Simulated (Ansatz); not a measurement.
# C2H2AlClO: the cost of one run

Method: UKS PBE0-D4/def2-SVP, in Ansatz 0.2.0.

## 1. The system as given

Bond lengths: Cl1–Al2 2.210 Å, Al2–C3 1.808 Å, C3–C4 1.402 Å, Al2–O5 1.781 Å, C4–O5 1.495 Å, C3–H6 1.105 Å, C4–H7 1.043 Å. Angles: Cl1–Al2–C3 145.7°, Cl1–Al2–O5 142.3°, C3–Al2–O5 72.0°, Al2–C3–C4 98.3°, Al2–C3–H6 132.5°, C4–C3–H6 128.9°, C3–C4–O5 93.5°, C3–C4–H7 134.0°, O5–C4–H7 132.1°, Al2–O5–C4 96.0°.

Structure file:

```xyz
7

Cl   -2.2321   -2.4878    0.6390
Al   -0.8218   -0.8966    0.0376
C     0.2826    0.4148    0.6117
C     0.8274    0.7785   -0.6276
O    -0.0306   -0.1802   -1.3886
H     0.5445    0.7830    1.6201
H     1.4914    1.5203   -0.9378
```

## 2. End point A

input.yaml reads:

```yaml
crystal:
  periodic: [false, false, false]
  atoms:
    - { symbol: Cl, position_ang: [-2.2321, -2.4878, 0.639] }
    - { symbol: Al, position_ang: [-0.8218, -0.8966, 0.0376] }
    - { symbol: C, position_ang: [0.2826, 0.4148, 0.6117] }
    - { symbol: C, position_ang: [0.8274, 0.7785, -0.6276] }
    - { symbol: O, position_ang: [-0.0306, -0.1802, -1.3886] }
    - { symbol: H, position_ang: [0.5445, 0.783, 1.6201] }
    - { symbol: H, position_ang: [1.4914, 1.5203, -0.9378] }
magnetization:
  spin_polarized: true
basis:
  gaussian: { orbitals: def2-SVP }
hamiltonian:
  xc: pbe0
  dispersion: d4
relax:
  f_tol: 0.02
  max_steps: 50
```

Command:

```console
$ ansatz run input.yaml --threads 2 --pin off --max-ram 3072MiB --backend cpu --events-out ev --progress --plain --runs-dir out
```

What time and memory should one allow on 2 threads of Arm Neoverse N1, shared host?

About 59 s, with a peak of 0.25 GiB.
